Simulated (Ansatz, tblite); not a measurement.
**In4Sb5 zinc blende off sphere (In4Sb5H16+): removing and adding an electron, part 1 of 2**

Aim: the energy of removing and adding an electron for In4Sb5 zinc blende off sphere (In4Sb5H16+), by energy differences, and how well orbital energies stand in for it.

The runs use Ansatz 0.2.0, Gaussian basis; as each input shows.

Levels to be run: charge +2 doublet, at the geometry of the singlet (PBE0-D4/def2-TZVP, PBE-D4/def2-TZVP, ωB97X-V/def2-TZVP); charge +2 doublet, relaxed (PBE0-D4/def2-TZVP, PBE-D4/def2-TZVP); charge 0 doublet, at the geometry of the singlet (PBE0-D4/def2-TZVP, PBE-D4/def2-TZVP, ωB97X-V/def2-TZVP); the starting singlet's energies come from earlier runs.

1 further run of the same task is left out (set aside as unsound or not needed).

## Step 1: The structure

The geometry is that of the singlet, from an earlier relaxation (r2SCAN-D4/def2-SVP).

25 atoms, charge 1, spin multiplicity 1.

Atoms are counted from 1 here; the program's logs count them from 0.

Bond lengths: Sb1–In6 2.851 Å, Sb1–In7 2.936 Å, Sb1–H10 1.699 Å, Sb1–H11 1.700 Å, Sb2–In6 2.852 Å, Sb2–In8 2.937 Å, Sb2–H12 1.699 Å, Sb2–H13 1.700 Å, Sb3–In6 2.877 Å, Sb3–In9 2.877 Å, Sb3–H14 1.698 Å, Sb3–H15 1.698 Å, Sb4–In7 2.936 Å, Sb4–In9 2.852 Å, Sb4–H16 1.700 Å, Sb4–H17 1.699 Å, Sb5–In8 2.937 Å, Sb5–In9 2.852 Å and more. Angles: In6–Sb1–In7 131.2°, In6–Sb1–H10 102.8°, In6–Sb1–H11 102.8°, In7–Sb1–H10 108.7°, In7–Sb1–H11 109.8°, H10–Sb1–H11 96.0°, In6–Sb2–In8 131.3°, In6–Sb2–H12 102.8°, In6–Sb2–H13 102.7°, In8–Sb2–H12 108.6°, In8–Sb2–H13 109.7°, H12–Sb2–H13 96.0°, In6–Sb3–In9 124.1°, In6–Sb3–H14 108.1°, In6–Sb3–H15 108.1°, In9–Sb3–H14 108.1°, In9–Sb3–H15 108.1°, H14–Sb3–H15 96.8° and more.

In, Sb take a core potential in the def2 sets. No spin-orbit coupling is included. The ion is computed in the gas phase, without counter-ions or solvent.

## Step 2: Charge +2 doublet at the fixed geometry, PBE0-D4/def2-TZVP

in.yaml

```yaml
crystal:
  periodic: [false, false, false]
  atoms:
    - {symbol: Sb, position_ang: [0.311950, -3.104611, 0.053393]}
    - {symbol: Sb, position_ang: [0.306886, 0.052290, -3.103245]}
    - {symbol: Sb, position_ang: [-2.774547, -0.006379, -0.002731]}
    - {symbol: Sb, position_ang: [0.304800, -0.053620, 3.102563]}
    - {symbol: Sb, position_ang: [0.298844, 3.104614, -0.052272]}
    - {symbol: In, position_ang: [-1.422424, -1.802418, -1.797819]}
    - {symbol: In, position_ang: [2.198156, -2.023446, 2.026886]}
    - {symbol: In, position_ang: [2.187650, 2.036476, -2.030896]}
    - {symbol: In, position_ang: [-1.431891, 1.793041, 1.796109]}
    - {symbol: H, position_ang: [1.131168, -4.226195, -0.924818]}
    - {symbol: H, position_ang: [-0.715452, -4.234627, 0.798990]}
    - {symbol: H, position_ang: [1.128733, -0.924849, -4.223926]}
    - {symbol: H, position_ang: [-0.723347, 0.792771, -4.234110]}
    - {symbol: H, position_ang: [-3.901802, -0.905117, 0.893800]}
    - {symbol: H, position_ang: [-3.901553, 0.889740, -0.902184]}
    - {symbol: H, position_ang: [-0.722716, -0.802403, 4.230380]}
    - {symbol: H, position_ang: [1.118955, 0.926698, 4.226037]}
    - {symbol: H, position_ang: [-0.730852, 4.235786, -0.792923]}
    - {symbol: H, position_ang: [1.116443, 4.223967, 0.929915]}
    - {symbol: H, position_ang: [-2.462158, -2.765937, -2.763484]}
    - {symbol: H, position_ang: [2.320267, -3.227288, 3.232741]}
    - {symbol: H, position_ang: [3.253820, -1.069409, 1.075444]}
    - {symbol: H, position_ang: [2.291920, 3.241404, -3.237191]}
    - {symbol: H, position_ang: [3.256812, 1.093956, -1.083659]}
    - {symbol: H, position_ang: [-2.476862, 2.753256, 2.759402]}
basis:
  gaussian: {orbitals: def2-TZVP, fitting: {mean_field: def2-universal-jkfit}}
total_charge: 2
magnetization: {spin_polarized: true, initial_magnetization: 1}
hamiltonian: {xc: pbe0, dispersion: d4}
scf: {omitted_lower_state_checks: [starts]}
output: {orbitals: {seedname: orbitals}}
```

Command:

```sh
$ ansatz run in.yaml --threads 2 --pin off --events-out ev --progress --plain --max-ram 32768MiB --backend cuda --devices 0, --max-vram 18GiB
```

The log of the run:

```text
Functional definition: PBE0
  name "PBE0"
  cite "Adamo & Barone, J. Chem. Phys. 110, 6158 (1999) doi:10.1063/1.478522"
  cite "Perdew, Burke & Ernzerhof, Phys. Rev. Lett. 77, 3865 (1996) doi:10.1103/PhysRevLett.77.3865"
  parent pbe
  parameter a = 0.25
  parameter kappa = 0.804
  parameter beta = 0.06672455060314922
  exchange = (1 - a)*pbe_x(kappa = kappa, mu = beta*pi^2/3) + a*exact_x
  correlation = pbe_c(beta = beta)
these checks for a lower state are left out or cut short: starts
2250 factors; integrals over basis functions are off by at most 6.9e-1 eV
mean field evaluation 1: about -53628.3592 eV, gradient 1.9e1 eV
mean field evaluation 2: about -53628.4899 eV, gradient 2.1e1 eV
mean field evaluation 4: about -53630.3013 eV, gradient 2.0e0 eV
mean field evaluation 8: about -53630.3179 eV, gradient 1.3e-1 eV
mean field evaluation 16: about -53630.3181 eV, gradient 6.3e-4 eV
mean field -53630.31807519 eV, -1970.8778373279 hartree, gradient 4.4e-6 eV, S^2 0.756828; 0 other end points of the search recorded, 0 dependent functions left out
reference -53630.31815714 eV, -1970.8778403395 hartree; 107, 106 occupied and 439, 440 virtual orbitals, 2250 factors
Total energy: -53631.42560829 eV, -1970.9185384186 hartree
Checks for a lower state left out: starts
```

It took 18 s on 1 × H100 (card shared with other runs) with 2 threads of AMD EPYC 7R13, shared host; peak host memory 1.2 GiB.

HOMO -13.32 eV, LUMO -12.41 eV (over both spins); ⟨S²⟩ 0.757 (pure: 0.75).

## Step 3: Charge +2 doublet at the fixed geometry, PBE-D4/def2-TZVP

start.molden holds the orbitals of an earlier run on this state, given as this run's starting guess.

Edit in.yaml of step 2 so:

```diff
@@ -29,6 +29,6 @@
 basis:
-  gaussian: {orbitals: def2-TZVP, fitting: {mean_field: def2-universal-jkfit}}
+  gaussian: {orbitals: def2-TZVP, fitting: {mean_field: def2-universal-jkfit}, initial_orbitals: start.molden}
 total_charge: 2
 magnetization: {spin_polarized: true, initial_magnetization: 1}
-hamiltonian: {xc: pbe0, dispersion: d4}
+hamiltonian: {xc: pbe, dispersion: d4}
 scf: {omitted_lower_state_checks: [starts]}
```

The command is unchanged.

The log of the run:

```text
Functional definition: PBE
  name "PBE"
  cite "Perdew, Burke & Ernzerhof, Phys. Rev. Lett. 77, 3865 (1996) doi:10.1103/PhysRevLett.77.3865"
  parent pbe
  parameter kappa = 0.804
  parameter beta = 0.06672455060314922
  exchange = pbe_x(kappa = kappa, mu = beta*pi^2/3)
  correlation = pbe_c(beta = beta)
these checks for a lower state are left out or cut short: starts
2250 factors; integrals over basis functions are off by at most 6.9e-1 eV
mean field evaluation 1: about -53628.1824 eV, gradient 9.1e0 eV
mean field evaluation 2: about -53628.5445 eV, gradient 3.8e-1 eV
mean field evaluation 4: about -53628.5468 eV, gradient 3.0e-3 eV
mean field evaluation 8: about -53628.5468 eV, gradient 1.8e-5 eV
mean field -53628.54684229 eV, -1970.8127457196 hartree, gradient 2.9e-6 eV, S^2 0.751963; 0 other end points of the search recorded, 0 dependent functions left out
reference -53628.54695394 eV, -1970.8127498227 hartree; 107, 106 occupied and 439, 440 virtual orbitals, 2250 factors
Total energy: -53629.75640555 eV, -1970.8571963493 hartree
Checks for a lower state left out: starts
```

Wall time 18 s (1 × H100 (card shared with other runs) with 2 threads of AMD EPYC 7R13, shared host); peak host memory 1.1 GiB.

HOMO -12.61 eV, LUMO -12.48 eV (over both spins); ⟨S²⟩ 0.752 (pure: 0.75).

## Step 4: Charge +2 doublet at the fixed geometry, ωB97X-V/def2-TZVP

Edit in.yaml of step 3 so:

```diff
@@ -32,3 +32,3 @@
 magnetization: {spin_polarized: true, initial_magnetization: 1}
-hamiltonian: {xc: pbe, dispersion: d4}
+hamiltonian: {xc: {name: wB97X-V}}
 scf: {omitted_lower_state_checks: [starts]}
```

The command is unchanged.

The log of the run:

```text
Functional definition: wB97X-V
  name "wB97X-V"
  cite "Mardirossian & Head-Gordon, Phys. Chem. Chem. Phys. 16, 9904 (2014) doi:10.1039/C3CP54374A"
  cite "Becke, J. Chem. Phys. 107, 8554 (1997) doi:10.1063/1.475007"
  cite "Vydrov & Van Voorhis, J. Chem. Phys. 133, 244103 (2010) doi:10.1063/1.3521275"
  parameter omega = 0.3/bohr
  parameter cx = 0.167
  parameter cx1 = 0.603
  parameter cx2 = 1.194
  parameter css0 = 0.556
  parameter css1 = -0.257
  parameter cos0 = 1.219
  parameter cos1 = -1.850
  parameter b = 6.0
  parameter c = 0.01
  exchange = spin_sum(e_x_unif_sr(omega)*poly(b97_u_x, 1 - cx, cx1, cx2)) + cx*exact_x_sr(omega) + exact_x_lr(omega)
  correlation = spin_sum(e_c_pw_same_spin*poly(b97_u_same, css0, css1))
      + integral(e_c_pw_opposite_spin*poly(b97_u_opposite, cos0, cos1)) + vv10(b, c)
these checks for a lower state are left out or cut short: starts
2250 factors; integrals over basis functions are off by at most 6.9e-1 eV
2250 factors; integrals over basis functions are off by at most 2.5e-6 eV
mean field evaluation 1: about -53624.3097 eV, gradient 6.9e0 eV
mean field evaluation 2: about -53624.6028 eV, gradient 3.2e-1 eV
mean field evaluation 4: about -53624.7177 eV, gradient 8.6e-1 eV
mean field evaluation 8: about -53624.7915 eV, gradient 3.1e-2 eV
mean field -53624.79159491 eV, -1970.6747429236 hartree, gradient 1.0e-5 eV, S^2 0.761495; 0 other end points of the search recorded, 0 dependent functions left out
reference -53624.79158953 eV, -1970.6747427259 hartree; 107, 106 occupied and 439, 440 virtual orbitals, 2250 factors
Total energy: -53624.79158953 eV, -1970.6747427259 hartree
Checks for a lower state left out: starts
```

Wall time 35 s (1 × H100 (card shared with other runs) with 2 threads of AMD EPYC 7R13, shared host); peak host memory 1.6 GiB.

Report: HOMO -14.95 eV, LUMO -11.23 eV (over both spins); ⟨S²⟩ 0.761 (pure: 0.75).

## Step 5: Vertical ionisation energy

Charged state less starting state, singlet to doublet; the starting state's energies are those of its earlier runs.

```csv
level,vertical ionisation energy (eV),time
PBE-D4/def2-TZVP,+10.92,33 s
PBE0-D4/def2-TZVP,+11.32,33 s
ωB97X-V/def2-TZVP,+11.74,54 s
```

Times add the two runs; a level without a time comes out of a correlated run.

Beside −ε(HOMO) of the starting state:

```csv
level,−ε(HOMO) (eV),by difference (eV),mismatch (eV)
PBE-D4/def2-TZVP,9.25,10.92,-1.66
PBE0-D4/def2-TZVP,10.15,11.32,-1.17
ωB97X-V/def2-TZVP,12.13,11.74,+0.39
```

## Step 6: Relaxing the charge +2 doublet

Edit in.yaml of step 4 so:

```diff
@@ -29,7 +29,8 @@
 basis:
-  gaussian: {orbitals: def2-TZVP, fitting: {mean_field: def2-universal-jkfit}, initial_orbitals: start.molden}
+  gaussian: {orbitals: def2-SVP}
 total_charge: 2
 magnetization: {spin_polarized: true, initial_magnetization: 1}
-hamiltonian: {xc: {name: wB97X-V}}
-scf: {omitted_lower_state_checks: [starts]}
+hamiltonian: {xc: r2scan, dispersion: d4}
+scf: {lower_state_search: "off"}
 output: {orbitals: {seedname: orbitals}}
+relax: {f_tol: 0.03, max_steps: 70}
```

The command is unchanged.

The log of the run:

```text
Functional definition: r2SCAN
  name "r2SCAN"
  cite "Furness, Kaplan, Ning, Perdew & Sun, J. Phys. Chem. Lett. 11, 8208 (2020) doi:10.1021/acs.jpclett.0c02405"
  cite "Furness, Kaplan, Ning, Perdew & Sun, J. Phys. Chem. Lett. 11, 9248 (2020) doi:10.1021/acs.jpclett.0c03077"
  parent r2scan
  parameter k0 = 0.174
  parameter k1 = 0.065
  parameter a1 = 4.9479
  exchange = r2scan_x(k0 = k0, k1 = k1, a1 = a1)
  correlation = r2scan_c
these checks for a lower state are left out or cut short: stability, starts, cluster_reference, orbital_swaps, neighbouring_geometries, increment
3772 factors; their error is unknown
mean field evaluation 1: about -53646.2852 eV, gradient 1.7e1 eV
mean field evaluation 2: about -53644.8902 eV, gradient 1.9e1 eV
mean field evaluation 4: about -53648.1789 eV, gradient 2.9e0 eV
mean field evaluation 8: about -53648.2514 eV, gradient 7.2e-1 eV
mean field evaluation 16: about -53648.2305 eV, gradient 7.3e-3 eV
mean field -53648.23050023 eV, -1971.5361068068 hartree, gradient 9.6e-6 eV, S^2 0.754500; 0 other end points of the search recorded, 0 dependent functions left out
the calculation of the forces begins
reference -53648.23053790 eV, -1971.5361081912 hartree; 107, 106 occupied and 207, 208 virtual orbitals, 3772 factors
relax step   1: F+E_penalty+E_count = -53648.54594888 eV  Δ(F+E_penalty+E_count) = +0.000e0 eV  max|allowed force component| = 5.393e-1 eV/Å  Δτ_max = 0.0000 Å  (26 SCF iters, accepted)
these checks for a lower state are left out or cut short: stability, starts, cluster_reference, orbital_swaps, neighbouring_geometries, increment
3772 factors; their error is unknown
mean field evaluation 32: about -53647.8511 eV, gradient 1.6e1 eV
mean field -53648.13606946 eV, -1971.5326365401 hartree, gradient 1.1e-6 eV, S^2 0.755408; 0 other end points of the search recorded, 0 dependent functions left out
the calculation of the forces begins
reference -53648.13610715 eV, -1971.5326379252 hartree; 107, 106 occupied and 207, 208 virtual orbitals, 3772 factors
relax step   2: F+E_penalty+E_count = -53648.44113499 eV  Δ(F+E_penalty+E_count) = +1.048e-1 eV  max|allowed force component| = 1.013e0 eV/Å  Δτ_max = 0.1900 Å  (28 SCF iters, rejected (line search))
these checks for a lower state are left out or cut short: stability, starts, cluster_reference, orbital_swaps, neighbouring_geometries, increment
3772 factors; their error is unknown
mean field -53648.37885246 eV, -1971.5415586507 hartree, gradient 2.0e-6 eV, S^2 0.754586; 0 other end points of the search recorded, 0 dependent functions left out
the calculation of the forces begins
reference -53648.37889002 eV, -1971.5415600308 hartree; 107, 106 occupied and 207, 208 virtual orbitals, 3772 factors
relax step   3: F+E_penalty+E_count = -53648.69192389 eV  Δ(F+E_penalty+E_count) = -1.460e-1 eV  max|allowed force component| = 1.511e-1 eV/Å  Δτ_max = 0.0925 Å  (23 SCF iters, accepted)
[... from here on, the SCF cycles and remarks between the steps are left out ...]
relax step   4: F+E_penalty+E_count = -53648.73059159 eV  Δ(F+E_penalty+E_count) = -3.867e-2 eV  max|allowed force component| = 6.147e-2 eV/Å  Δτ_max = 0.0954 Å  (24 SCF iters, accepted)
relax step   5: F+E_penalty+E_count = -53648.74222802 eV  Δ(F+E_penalty+E_count) = -1.164e-2 eV  max|allowed force component| = 1.034e-1 eV/Å  Δτ_max = 0.1500 Å  (22 SCF iters, accepted)
relax step   6: F+E_penalty+E_count = -53648.75479635 eV  Δ(F+E_penalty+E_count) = -1.257e-2 eV  max|allowed force component| = 4.456e-2 eV/Å  Δτ_max = 0.0494 Å  (24 SCF iters, accepted)
relax step   7: F+E_penalty+E_count = -53648.78522056 eV  Δ(F+E_penalty+E_count) = -3.042e-2 eV  max|allowed force component| = 4.173e-2 eV/Å  Δτ_max = 0.1752 Å  (23 SCF iters, accepted)
relax step   8: F+E_penalty+E_count = -53648.80119349 eV  Δ(F+E_penalty+E_count) = -1.597e-2 eV  max|allowed force component| = 2.439e-1 eV/Å  Δτ_max = 0.1954 Å  (22 SCF iters, accepted)
relax step   9: F+E_penalty+E_count = -53648.80180762 eV  Δ(F+E_penalty+E_count) = -6.141e-4 eV  max|allowed force component| = 1.418e-1 eV/Å  Δτ_max = 0.1059 Å  (23 SCF iters, accepted)
relax step  10: F+E_penalty+E_count = -53648.81909267 eV  Δ(F+E_penalty+E_count) = -1.729e-2 eV  max|allowed force component| = 8.285e-2 eV/Å  Δτ_max = 0.0869 Å  (22 SCF iters, accepted)
relax step  11: F+E_penalty+E_count = -53648.82949697 eV  Δ(F+E_penalty+E_count) = -1.040e-2 eV  max|allowed force component| = 1.183e-1 eV/Å  Δτ_max = 0.2000 Å  (23 SCF iters, accepted)
relax step  12: F+E_penalty+E_count = -53648.83835179 eV  Δ(F+E_penalty+E_count) = -8.855e-3 eV  max|allowed force component| = 9.484e-2 eV/Å  Δτ_max = 0.0749 Å  (24 SCF iters, accepted)
relax step  13: F+E_penalty+E_count = -53648.84380249 eV  Δ(F+E_penalty+E_count) = -5.451e-3 eV  max|allowed force component| = 6.992e-2 eV/Å  Δτ_max = 0.0731 Å  (24 SCF iters, accepted)
relax step  14: F+E_penalty+E_count = -53648.85091986 eV  Δ(F+E_penalty+E_count) = -7.117e-3 eV  max|allowed force component| = 8.904e-2 eV/Å  Δτ_max = 0.1706 Å  (23 SCF iters, accepted)
relax step  15: F+E_penalty+E_count = -53648.85562369 eV  Δ(F+E_penalty+E_count) = -4.704e-3 eV  max|allowed force component| = 1.187e-1 eV/Å  Δτ_max = 0.1798 Å  (24 SCF iters, accepted)
relax step  16: F+E_penalty+E_count = -53648.86127154 eV  Δ(F+E_penalty+E_count) = -5.648e-3 eV  max|allowed force component| = 1.335e-1 eV/Å  Δτ_max = 0.1001 Å  (25 SCF iters, accepted)
relax step  17: F+E_penalty+E_count = -53648.87244321 eV  Δ(F+E_penalty+E_count) = -1.117e-2 eV  max|allowed force component| = 1.516e-1 eV/Å  Δτ_max = 0.1952 Å  (24 SCF iters, accepted)
relax step  18: F+E_penalty+E_count = -53648.87678319 eV  Δ(F+E_penalty+E_count) = -4.340e-3 eV  max|allowed force component| = 1.829e-1 eV/Å  Δτ_max = 0.1949 Å  (26 SCF iters, accepted)
relax step  19: F+E_penalty+E_count = -53648.88322889 eV  Δ(F+E_penalty+E_count) = -6.446e-3 eV  max|allowed force component| = 2.070e-1 eV/Å  Δτ_max = 0.1750 Å  (27 SCF iters, accepted)
relax step  20: F+E_penalty+E_count = -53648.89688726 eV  Δ(F+E_penalty+E_count) = -1.366e-2 eV  max|allowed force component| = 1.550e-1 eV/Å  Δτ_max = 0.0705 Å  (26 SCF iters, accepted)
relax step  21: F+E_penalty+E_count = -53648.90767503 eV  Δ(F+E_penalty+E_count) = -1.079e-2 eV  max|allowed force component| = 7.978e-2 eV/Å  Δτ_max = 0.0929 Å  (26 SCF iters, accepted)
relax step  22: F+E_penalty+E_count = -53648.91090780 eV  Δ(F+E_penalty+E_count) = -3.233e-3 eV  max|allowed force component| = 1.532e-1 eV/Å  Δτ_max = 0.1164 Å  (26 SCF iters, accepted)
relax step  23: F+E_penalty+E_count = -53648.91566150 eV  Δ(F+E_penalty+E_count) = -4.754e-3 eV  max|allowed force component| = 7.335e-2 eV/Å  Δτ_max = 0.0357 Å  (23 SCF iters, accepted)
relax step  24: F+E_penalty+E_count = -53648.91304728 eV  Δ(F+E_penalty+E_count) = +2.614e-3 eV  max|allowed force component| = 5.487e-2 eV/Å  Δτ_max = 0.0912 Å  (22 SCF iters, rejected (line search))
relax step  25: F+E_penalty+E_count = -53648.91792470 eV  Δ(F+E_penalty+E_count) = -2.263e-3 eV  max|allowed force component| = 2.836e-2 eV/Å  Δτ_max = 0.0445 Å  (23 SCF iters, accepted)
relax step  26: F+E_penalty+E_count = -53648.91917554 eV  Δ(F+E_penalty+E_count) = -1.251e-3 eV  max|allowed force component| = 2.398e-2 eV/Å  Δτ_max = 0.0423 Å  (22 SCF iters, accepted)
relax step  27: F+E_penalty+E_count = -53648.92008851 eV  Δ(F+E_penalty+E_count) = -9.130e-4 eV  max|allowed force component| = 2.615e-2 eV/Å  Δτ_max = 0.0445 Å  (22 SCF iters, accepted)
these checks for a lower state are left out or cut short: stability, starts, cluster_reference, orbital_swaps, neighbouring_geometries, increment
3772 factors; their error is unknown
mean field -53648.62439601 eV, -1971.5505822096 hartree, gradient 1.7e-6 eV, S^2 0.756014; 0 other end points of the search recorded, 0 dependent functions left out
the calculation of the forces begins
reference -53648.62443400 eV, -1971.5505836059 hartree; 107, 106 occupied and 207, 208 virtual orbitals, 3772 factors
relax step  28: F+E_penalty+E_count = -53648.92086094 eV  Δ(F+E_penalty+E_count) = -7.724e-4 eV  max|allowed force component| = 1.819e-2 eV/Å  Δτ_max = 0.0438 Å  (21 SCF iters, accepted)
Total energy: -53648.92089894 eV, -1971.5614784913 hartree
Atom 0 at     0.418004    -3.248482     0.000434 Å, force     0.003662    -0.012662    -0.000647 eV/Å
Atom 1 at     0.386510    -0.086281    -3.303404 Å, force     0.001941    -0.008300    -0.010080 eV/Å
Atom 2 at    -2.710823    -0.080203    -0.103416 Å, force    -0.002262    -0.004630    -0.004154 eV/Å
Atom 3 at     0.396486     0.031397     3.206178 Å, force     0.008269     0.000805     0.007408 eV/Å
Atom 4 at     0.544435     3.269934     0.244563 Å, force     0.013406     0.013773     0.012998 eV/Å
Atom 5 at    -1.304723    -1.937809    -1.850266 Å, force     0.004364     0.007155     0.000953 eV/Å
Atom 6 at     1.660531    -2.701772     2.656111 Å, force    -0.004763     0.001162    -0.000113 eV/Å
Atom 7 at     1.363501     2.577778    -2.746519 Å, force    -0.003182    -0.009781     0.010040 eV/Å
Atom 8 at    -1.517834     1.630483     1.833896 Å, force     0.012459     0.001405    -0.005295 eV/Å
Atom 9 at     1.669076    -3.720613    -1.046331 Å, force    -0.004112     0.006680    -0.000148 eV/Å
Atom 10 at    -0.351773    -4.758945     0.064838 Å, force     0.001482     0.002331     0.004695 eV/Å
Atom 11 at     1.752692    -1.000466    -3.719060 Å, force    -0.007847     0.002012     0.005152 eV/Å
Atom 12 at    -0.316912    -0.025166    -4.843202 Å, force     0.001995     0.003239     0.003736 eV/Å
Atom 13 at    -3.751406    -1.010373     0.860906 Å, force     0.001309     0.004958    -0.002709 eV/Å
Atom 14 at    -3.895389     0.830215    -0.903416 Å, force    -0.001079    -0.005295     0.003018 eV/Å
Atom 15 at    -0.311499     0.156676     4.746152 Å, force    -0.001782    -0.003497    -0.004343 eV/Å
Atom 16 at     1.594031     1.206759     3.480441 Å, force    -0.001213     0.001188    -0.002771 eV/Å
Atom 17 at     0.066769     4.897525     0.334308 Å, force     0.004150    -0.008845     0.001274 eV/Å
Atom 18 at     1.989040     3.451733     1.123233 Å, force    -0.018191    -0.011045    -0.007694 eV/Å
Atom 19 at    -2.405433    -2.780959    -2.851425 Å, force     0.001154    -0.001871    -0.001153 eV/Å
Atom 20 at     0.724107    -3.642576     3.710872 Å, force     0.000856     0.009030    -0.008576 eV/Å
Atom 21 at     3.191861    -2.127595     2.198933 Å, force    -0.000767    -0.006322     0.005520 eV/Å
Atom 22 at     0.233936     3.681820    -3.368639 Å, force    -0.013014     0.008329    -0.007647 eV/Å
Atom 23 at     2.917632     2.356449    -2.079567 Å, force     0.017569     0.002016    -0.006397 eV/Å
Atom 24 at    -2.380018     3.028170     2.330780 Å, force    -0.014405     0.008164     0.006933 eV/Å
Dipole moment:     0.243083     0.513849    -0.052682 e Å
Checks for a lower state left out: stability, starts, cluster_reference, orbital_swaps, neighbouring_geometries, increment
```

Run time: 3.6 min. Hardware: 1 × H100 (card shared with other runs) with 2 threads of AMD EPYC 7R13, shared host; peak host memory 1.1 GiB.

Step by step: (the energy doesn't fall at every step)

```csv
step,energy from step 1 (eV),largest force component (eV/Å)
1,0.0000,0.5393
2,0.1048,1.0126
3,-0.1460,0.1511
4,-0.1846,0.0615
5,-0.1963,0.1034
6,-0.2088,0.0446
7,-0.2393,0.0417
8,-0.2552,0.2439
9,-0.2559,0.1418
10,-0.2731,0.0829
11,-0.2835,0.1183
12,-0.2924,0.0948
13,-0.2979,0.0699
14,-0.3050,0.0890
15,-0.3097,0.1187
16,-0.3153,0.1335
17,-0.3265,0.1516
18,-0.3308,0.1829
19,-0.3373,0.2070
20,-0.3509,0.1550
21,-0.3617,0.0798
22,-0.3650,0.1532
23,-0.3697,0.0734
24,-0.3671,0.0549
25,-0.3720,0.0284
26,-0.3732,0.0240
27,-0.3741,0.0261
28,-0.3749,0.0182
```

The force was under the threshold of 0.03 eV/Å already at step 25, but the program went on to step 28.

Close pairs (by a distance rule), those that changed most:

```csv
bond,before (Å),after (Å),change (Å)
Sb5–In8,2.937,3.178,+0.241
Sb5–In9,2.852,3.077,+0.225
Sb4–In7,2.936,3.061,+0.125
Sb1–In7,2.936,2.983,+0.046
Sb2–In6,2.852,2.898,+0.046
Sb2–In8,2.937,2.892,-0.045
Sb3–In6,2.877,2.912,+0.035
Sb3–In9,2.877,2.847,-0.030
```

(Continued in part 2 of 2.)
